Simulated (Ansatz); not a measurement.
# EuTiO3: the cost of one run

Computed with Ansatz 0.2.0 (DFT PBEsol+U (U_eff = 5 eV on Eu f), plane waves, PAW, no spin–orbit coupling unless a run says so, unless a step's input says otherwise).

1 further run of the same task is left out (it didn't finish).

### 1 The starting structure

The structure is cubic, space group Pm-3m (No. 221). The conventional cell has a = 3.905 Å, b = 3.905 Å, c = 3.905 Å, α = 90.00°, β = 90.00°, γ = 90.00°. Eu (site symmetry m-3m) is surrounded by 12 O at 2.76 Å. Ti (site symmetry m-3m) is surrounded by 6 O at 1.95 Å. Around O (site symmetry 4/mmm) lie 2 Ti at 1.95 Å and 4 Eu at 2.76 Å.

Coordinates:

```cif
data_structure
_symmetry_space_group_name_H-M 'P 1'
_symmetry_Int_Tables_number 1
_cell_length_a 3.9050
_cell_length_b 3.9050
_cell_length_c 3.9050
_cell_angle_alpha 90.000
_cell_angle_beta 90.000
_cell_angle_gamma 90.000
_cell_volume 59.55
loop_
_atom_site_label
_atom_site_type_symbol
_atom_site_fract_x
_atom_site_fract_y
_atom_site_fract_z
_atom_site_occupancy
Eu1 Eu 0.00000 0.00000 0.00000 1
Ti1 Ti 0.50000 0.50000 0.50000 1
O1 O 0.00000 0.50000 0.50000 1
O2 O 0.50000 0.50000 0.00000 1
O3 O 0.50000 0.00000 0.50000 1
```

### 2 Ferromagnetic start, free, symmetry kept, no search

The input, input.yaml:

```yaml
crystal:
  lattice:
    - [3.90500125, 0.0, 0.0]
    - [0.0, 3.90500125, 0.0]
    - [0.0, 0.0, 3.90500125]
  atoms:
    - { symbol: Eu, position: [0.0, 0.0, 0.0], spin: 7.0 }
    - { symbol: Ti, position: [0.5, 0.5, 0.5] }
    - { symbol: O, position: [0.0, 0.5, 0.5] }
    - { symbol: O, position: [0.5, 0.5, 0.0] }
    - { symbol: O, position: [0.5, 0.0, 0.5] }
basis:
  ecutwfc: 420
  ecutrho_ratio: 4
kpoints:
  mp_grid: { grid: [5, 5, 5] }
hamiltonian:
  xc: pbesol
  hubbard: { sites: [{ site: 0, l: f, u_eff: 5.0 }] }
scf:
  occupations: { method: gaussian, width: 0.05 }
  lower_state_search: "off"
  max_iter: 150
output:
  forces: true
  stress: true
  eigenvalues: true
  populations: true
  hubbard: { sites: [{ site: 0, l: f }] }
magnetization:
  spin_polarized: true
```

The run is started by

```console
$ ansatz run input.yaml --threads 4 --pin off --max-ram 6144MiB --backend cpu --events-out ev --progress --plain --runs-dir out
```

What time and memory should one allow on 4 threads of Arm Neoverse V1, shared host?

About 2.2 s, with a peak of 0.41 GiB.
